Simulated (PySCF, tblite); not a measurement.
# C₃H₁₀NOSi radical: geometry, infrared bands and EPR parameters

What infrared bands and EPR parameters should C₃H₁₀NOSi radical (`CN[CH][SiH2]OC`) show?

Computed with tblite 0.8.0 and PySCF 2.14.0, with density-fitted response routines of our own, on a single molecule in the gas phase. Atoms count from 0, in the outputs and in this text.

## 1. The starting structure

16 atoms, charge 0, multiplicity 2; geometry from: force field or distance geometry start.

Bonds of the start (Å): C0–N1 1.43, N1–C2 1.46, C2–Si3 1.86, Si3–O4 1.73, O4–C5 1.41, C0–H6 1.11, C0–H7 1.10, C0–H8 1.10, N1–H9 1.06, C2–H10 1.10, Si3–H11 1.48, Si3–H12 1.47, C5–H13 1.12, C5–H14 1.12, C5–H15 1.11.

## 2. Optimising the geometry with GFN2-xTB

Job settings and geometry (Å):

```
{"job": {"kind": "relax", "xc": "GFN2-xTB", "basis": "xTB"}, "charge": 0, "multiplicity": 2}
C     -2.474900     0.373500     0.433700
N     -1.942200    -0.867400    -0.047000
C     -0.737300    -1.267500     0.673600
Si     0.721300    -0.415600    -0.100700
O      1.898100     0.038100     1.089000
C      2.880500     0.726200     0.352200
H     -3.572900     0.377800     0.284500
H     -2.286800     0.470300     1.517600
H     -2.084700     1.259400    -0.089000
H     -2.676200    -1.621500     0.065900
H     -0.815400    -1.137300     1.759100
H      1.419500    -1.371400    -0.989500
H      0.290100     0.787100    -0.823100
H      3.604100    -0.003400    -0.086800
H      2.335400     1.204700    -0.496400
H      3.433600     1.456000     0.980300
```

The run is started by

```bash
$ OMP_NUM_THREADS=1 python probes_run.py task.json out
```

One launch serves the whole session: the jobs run in the order shown.

The program printed:

```text
step      E/eV     max force
  0    -548.35268    2.038
  1    -548.56848    1.320
  2    -548.68854    0.883
  3    -548.74961    0.821
  4    -548.84633    0.635
  5    -548.88983    0.496
  6    -548.93076    0.672
  7    -548.96739    0.641
  8    -549.00744    0.555
  9    -549.04469    0.467
 10    -549.09049    0.600
 11    -549.14521    0.737
 12    -549.21636    0.869
 13    -549.29966    0.923
 14    -549.37529    0.794
 15    -549.43853    0.687
 16    -549.50322    0.682
 17    -549.51886    1.296
 18    -549.57787    0.494
 19    -549.60016    0.357
 20    -549.64527    0.411
 21    -549.66412    0.447
 22    -549.69957    0.454
 23    -549.71890    0.359
 24    -549.73759    0.336
 25    -549.75360    0.566
 26    -549.76805    0.334
 27    -549.78263    0.391
 28    -549.79667    0.298
 29    -549.80943    0.310
 30    -549.82251    0.291
 31    -549.83394    0.256
 32    -549.84268    0.233
 33    -549.85032    0.165
 34    -549.85612    0.170
 35    -549.86067    0.169
 36    -549.86480    0.187
 37    -549.86847    0.124
 38    -549.87132    0.113
 39    -549.87297    0.104
 40    -549.87456    0.124
 41    -549.87651    0.128
 42    -549.87848    0.131
 43    -549.88013    0.114
 44    -549.88164    0.089
 45    -549.88323    0.112
 46    -549.88477    0.089
 47    -549.88578    0.081
 48    -549.88638    0.059
 49    -549.88691    0.058
 50    -549.88750    0.050
 51    -549.88799    0.042
 52    -549.88830    0.042
 53    -549.88856    0.045
 54    -549.88888    0.044
 55    -549.88925    0.044
 56    -549.88953    0.045
 57    -549.88972    0.036
 58    -549.88988    0.033
 59    -549.89010    0.037
 60    -549.89036    0.037
 61    -549.89061    0.037
 62    -549.89083    0.033
 63    -549.89108    0.040
 64    -549.89142    0.040
 65    -549.89179    0.044
 66    -549.89212    0.045
 67    -549.89246    0.049
 68    -549.89297    0.062
 69    -549.89384    0.097
 70    -549.89521    0.116
 71    -549.89707    0.115
 72    -549.89939    0.097
 73    -549.90178    0.110
 74    -549.90396    0.115
 75    -549.88730    0.680
 76    -549.90607    0.097
 77    -549.90758    0.091
 78    -549.90947    0.393
 79    -549.91450    0.083
 80    -549.91746    0.100
 81    -549.91396    0.483
 82    -549.92335    0.092
 83    -549.92532    0.089
 84    -549.92789    0.256
 85    -549.93022    0.119
 86    -549.93204    0.085
 87    -549.93606    0.103
 88    -549.93734    0.141
 89    -549.93911    0.096
 90    -549.94193    0.105
 91    -549.94510    0.179
 92    -549.94806    0.210
 93    -549.95042    0.214
 94    -549.95346    0.168
 95    -549.95496    0.131
 96    -549.95658    0.140
 97    -549.95832    0.102
 98    -549.96059    0.073
 99    -549.96275    0.135
100    -549.96395    0.124
101    -549.96556    0.151
102    -549.96714    0.133
103    -549.96906    0.095
104    -549.97026    0.064
105    -549.97099    0.085
106    -549.97192    0.112
107    -549.97285    0.110
108    -549.97410    0.079
109    -549.97559    0.090
110    -549.97702    0.088
111    -549.97823    0.084
112    -549.97960    0.110
113    -549.98179    0.137
114    -549.98540    0.178
115    -549.99040    0.193
116    -549.99560    0.184
117    -550.00050    0.237
118    -550.00460    0.236
119    -550.00836    0.139
120    -550.00999    0.171
121    -550.01280    0.159
122    -550.01507    0.097
123    -550.01666    0.092
124    -550.01818    0.088
125    -550.01972    0.083
126    -550.02134    0.085
127    -550.02304    0.104
128    -550.02471    0.086
129    -550.02593    0.093
130    -550.02734    0.099
131    -550.02879    0.111
132    -550.03061    0.107
133    -550.03272    0.112
134    -550.03513    0.123
135    -550.03763    0.116
136    -550.03960    0.096
137    -550.04089    0.102
138    -550.04137    0.147
139    -550.04274    0.086
140    -550.04351    0.057
141    -550.04408    0.048
142    -550.04431    0.041
143    -550.04454    0.036
144    -550.04476    0.037
145    -550.04500    0.037
146    -550.04526    0.041
147    -550.04559    0.042
148    -550.04600    0.056
149    -550.04641    0.051
150    -550.04672    0.029
151    -550.04688    0.022
152    -550.04698    0.021
153    -550.04708    0.019
154    -550.04719    0.023
155    -550.04729    0.018
156    -550.04737    0.016
157    -550.04743    0.015
158    -550.04746    0.014
159    -550.04749    0.011
160    -550.04751    0.011
161    -550.04753    0.012
162    -550.04754    0.012
163    -550.04756    0.011
164    -550.04758    0.009
```

Run time: 0.83 s. Hardware: 1 thread of Arm Neoverse V2, shared host.

Step by step: (not every step is listed)

```tsv
step	energy from step 0 (eV)	largest force (eV/Å)
0	0.0000	2.0382
1	-0.2158	1.3203
2	-0.3359	0.8832
3	-0.3969	0.8206
4	-0.4937	0.6345
5	-0.5371	0.4963
6	-0.5781	0.6719
7	-0.6147	0.6406
8	-0.6548	0.5555
23	-1.3662	0.3592
38	-1.5186	0.1128
53	-1.5359	0.0450
68	-1.5403	0.0623
83	-1.5726	0.0886
98	-1.6079	0.0727
113	-1.6291	0.1369
128	-1.6720	0.0858
143	-1.6919	0.0361
158	-1.6948	0.0139
159	-1.6948	0.0112
160	-1.6948	0.0110
161	-1.6949	0.0124
162	-1.6949	0.0122
163	-1.6949	0.0107
164	-1.6949	0.0090
```

Close pairs (by a distance rule), those that changed most:

```tsv
bond	before (Å)	after (Å)	change (Å)
Si3–O4	1.734	1.631	-0.102
N1–C2	1.460	1.372	-0.088
N1–H9	1.058	1.011	-0.047
C2–Si3	1.858	1.832	-0.026
C5–H13	1.117	1.094	-0.023
C5–H14	1.116	1.094	-0.023
O4–C5	1.408	1.386	-0.022
C5–H15	1.110	1.092	-0.019
```

The final coordinates are the input of the step that follows.

## 3. Infrared spectrum with GFN2-xTB

Job settings and geometry (Å):

```
{"job": {"kind": "ir", "xc": "GFN2-xTB", "basis": "xTB"}, "charge": 0, "multiplicity": 2}
C     -2.685593    -0.001626    -0.081473
N     -1.999559    -0.901418     0.802542
C     -0.651993    -0.773737     1.024554
Si     0.481510     0.199380    -0.036398
O      1.887454    -0.045546     0.753941
C      3.134376     0.417461     0.365914
H     -3.700138    -0.361994    -0.247404
H     -2.732125     1.021093     0.312158
H     -2.155015     0.029530    -1.030692
H     -2.549921    -1.222834     1.587213
H     -0.279325    -1.393613     1.824156
H      0.615455    -0.226046    -1.449481
H      0.192554     1.650113    -0.100714
H      3.472159    -0.086337    -0.544783
H      3.118341     1.494198     0.175061
H      3.844221     0.210321     1.168960
```

The program printed:

```text
mode    cm-1     km/mol
  1      64.8      0.29
  2      77.4      3.06
  3     106.4      3.46
  4     111.8      1.68
  5     138.7      2.39
  6     214.0      0.65
  7     225.2      1.01
  8     274.0     10.56
  9     400.5    108.65
 10     463.8     17.16
 11     520.9     27.15
 12     581.8    148.12
 13     610.1     39.36
 14     760.1     61.09
 15     779.4    254.58
 16     814.4    181.32
 17     870.2    243.46
 18    1023.3      1.69
 19    1088.9      9.04
 20    1112.6      7.40
 21    1139.7      5.05
 22    1146.9    106.80
 23    1163.6    150.32
 24    1250.4      7.61
 25    1363.7      9.69
 26    1413.8      3.05
 27    1425.4      1.31
 28    1456.1     10.41
 29    1471.5      6.69
 30    1492.3      3.04
 31    1494.5     13.28
 32    1498.9      0.67
 33    2037.1    462.56
 34    2110.2    204.14
 35    2898.5     53.68
 36    2926.4     55.93
 37    2944.1     57.43
 38    2976.9     44.90
 39    3013.4     31.94
 40    3035.1     19.62
 41    3084.8     30.65
 42    3386.7      1.27
```

Wall time 0.38 s (1 thread of Arm Neoverse V2, shared host).

Which atoms move in the most intense modes:

```tsv
cm⁻¹	km/mol	atoms
400	108.7	H10 40 %, N1 15 %, H9 14 %, C2 12 %
582	148.1	H9 48 %, N1 14 %
779	254.6	H12 30 %, H11 29 %, C2 18 %, Si3 13 %
814	181.3	Si3 35 %, C2 31 %
870	243.5	H12 47 %, H11 46 %
1164	150.3	O4 36 %, C5 25 %, H15 23 %
2037	462.6	H11 56 %, H12 40 %
2110	204.1	H12 57 %, H11 41 %
```

## 4. EPR parameters: B3LYP/pcH-1

The job, as its differences from that of step 3:

```diff
@@ -1,2 +1,2 @@
-{"job": {"kind": "ir", "xc": "GFN2-xTB", "basis": "xTB"}, "charge": 0, "multiplicity": 2}
+{"job": {"kind": "epr", "basis": "pcH-1"}, "charge": 0, "multiplicity": 2}
 C     -2.685593    -0.001626    -0.081473
```

Method: UKS B3LYP, pcH-1 on C H N O Si, non-relativistic, mean-field spin-orbit, GIAO.

The program printed:

```text
UKS, coarse grid
  cycle   1  E = -539.69632456  |g| = 5.56e-01
  cycle   2  E = -539.48420604  |g| = 9.32e-01
  cycle   3  E = -539.80734007  |g| = 8.98e-02
  cycle   4  E = -539.80978586  |g| = 4.17e-02
  cycle   5  E = -539.81060760  |g| = 7.66e-03
  cycle   6  E = -539.81063718  |g| = 3.14e-03
  cycle   7  E = -539.81064165  |g| = 1.01e-03
  cycle   8  E = -539.81064301  |g| = 5.48e-04
UKS, final grid
  cycle   1  E = -539.81063084  |g| = 7.87e-04
  cycle   2  E = -539.81063038  |g| = 1.33e-03
  cycle   3  E = -539.81063112  |g| = 5.15e-05
  cycle   4  E = -539.81063112  |g| = 3.05e-05
  cycle   5  E = -539.81063112  |g| = 1.29e-05
E = -539.81063112 Eh   <S^2> = 0.7530 (exact 0.7500)
g shifts (ppm)      1          2          3
  rmc          -164       -164       -164
  gc             -5         21         32
  oz_so          51        807       1275
  total        -117        664       1143
hyperfine (MHz)  atom isotope    a_iso     a_fc   dipolar eigenvalues
    0   13C      -4.71      -4.71     -2.11     -0.86      2.97
    1   14N      22.25      22.29    -14.96    -14.34     29.29
    2   13C      48.65      48.73    -57.45    -57.42    114.87
    3  29Si      41.92      41.95     -2.97      0.04      2.93
    4   17O       0.53       0.54     -2.40      0.65      1.75
    5   13C      -1.24      -1.24     -0.26     -0.17      0.42
    6    1H       2.54       2.54     -3.62     -2.72      6.34
    7    1H      39.31      39.30     -3.17     -2.63      5.79
    8    1H      13.10      13.10     -3.70     -2.99      6.69
    9    1H       1.94       1.92    -16.33     -6.52     22.85
   10    1H     -42.52     -42.53    -27.81     -0.09     27.90
   11    1H      51.09      51.09     -2.95     -1.66      4.62
   12    1H      38.00      38.00     -2.87     -2.00      4.87
   13    1H       2.33       2.33     -0.84     -0.69      1.53
   14    1H       1.05       1.05     -0.79     -0.79      1.58
   15    1H      -0.01      -0.01     -0.74     -0.69      1.43
```

Run time: 65 s. Hardware: 1 thread of Arm Neoverse V2, shared host; peak memory 0.93 GiB.

Principal g values 2.00220, 2.00298, 2.00346; g(iso) = 2.00288, against 2.00232 for a free electron.

Hyperfine couplings; where a row names several nuclei, a(iso) is their mean (it holds for fast rotation or exchange) and the dipolar term the largest among them:

```tsv
nuclei	isotope	a(iso) (MHz)	a(iso) (G, at g = 2.0023)	largest dipolar term (MHz)
C2	13C	48.7	17.4	114.9
H11, H12	1H	44.5	15.9	4.9
H10	1H	-42.5	-15.2	27.9
Si3	29Si	41.9	15.0	-3.0
N1	14N	22.3	7.9	29.3
H6, H7, H8	1H	18.3	6.5	6.7
C0	13C	-4.7	-1.7	3.0
H9	1H	1.9	0.7	22.8
C5	13C	-1.2	-0.4	0.4
H13, H14, H15	1H	1.1	0.4	1.6
O4	17O	0.5	0.2	-2.4
```

Mulliken spin populations:

C0 -0.02; N1 0.21; C2 0.74; Si3 0.01; O4 0.00; C5 0.00; H6 0.00; H7 0.03; H8 0.01; H9 0.00; H10 -0.03; H11 0.03; H12 0.02; H13 0.00; H14 0.00; H15 0.00

In first order the couplings over 0.8 MHz of 1H, 14N give 456 distinct lines over 84.4 G, if the averaged nuclei exchange fast.

Orbitals, density, ELF and potential are computed afterwards from the orbital file.

ELF in a plane through or near 9 of the atoms.

Values, 10 rows by 14 columns:
```
0.00 0.00 0.00 0.00 0.00 0.00 0.00 0.00 0.00 0.00 0.00 0.00 0.00 0.00
0.00 0.00 0.00 0.00 0.00 0.00 0.00 0.01 0.00 0.00 0.00 0.00 0.00 0.00
0.00 0.00 0.00 0.00 0.00 0.00 0.12 0.93 0.31 0.00 0.05 0.00 0.00 0.00
0.00 0.00 0.71 0.60 0.02 0.40 0.06 0.98 0.53 0.54 0.96 0.03 0.00 0.00
0.00 0.11 0.99 0.99 0.34 0.86 0.10 0.68 0.66 0.60 0.45 0.01 0.00 0.00
0.00 0.01 0.14 0.26 0.43 0.81 0.51 0.49 0.10 0.69 0.60 0.96 0.39 0.00
0.00 0.00 0.05 0.84 0.60 0.12 0.20 0.48 0.04 0.69 0.56 0.95 0.33 0.00
0.00 0.00 0.01 0.23 0.06 0.05 0.59 0.43 0.02 0.29 0.06 0.03 0.00 0.00
0.00 0.00 0.00 0.00 0.00 0.00 0.02 0.01 0.00 0.00 0.00 0.00 0.00 0.00
0.00 0.00 0.00 0.00 0.00 0.00 0.00 0.00 0.00 0.00 0.00 0.00 0.00 0.00
```
The map spans 12.9 Å across and 9.3 Å up, centred on the molecule. Atoms in the plane (x, y in Å): C0 (2.7, -0.5), N1 (2.1, 0.8), C2 (0.7, 1.0), Si3 (-0.5, -0.3), O4 (-1.9, 0.6), C5 (-3.2, 0.1), H6 (3.7, -0.5), H9 (2.7, 1.6), H10 (0.5, 2.0).

On the surface of density 0.002 e/bohr³ the electrostatic potential runs, from the 1st to the 99th percentile, from -1.42 V near O4 to 1.60 V near H9.

The spin density lies nearest to C2 53 %; N1 22 %.

## 5. Summary of results

| quantity | value |
| --- | --- |
| strongest single infrared mode (GFN2-xTB) | 2037 cm⁻¹, 463 km/mol |
| zero-point energy (GFN2-xTB) | 78.6 kcal/mol |
| g(iso) (B3LYP) | 2.00288 |
| ⟨S²⟩ | 0.753 (exact 0.75) |
| largest a(iso) (averaged by class) | 13C on C2, 48.7 MHz |
| surface potential, 1st and 99th percentile | -1.42 V and 1.60 V |

**Reading.** Relaxing lowered the energy by 1.695 eV in 164 steps; the close pair that moved most is Si3–O4, from 1.734 to 1.631 Å. No mode is imaginary among the 42: a minimum at this level. The strongest single mode, at 2037 cm⁻¹, moves mainly H11 and H12. Unscaled tight-binding wavenumbers are off by several per cent, some by more. Its intensities can rank the bands wrongly. Most of the unpaired spin sits on C2 (0.74 e). The isotropic g lies 0.6 ppt above the free-electron value.
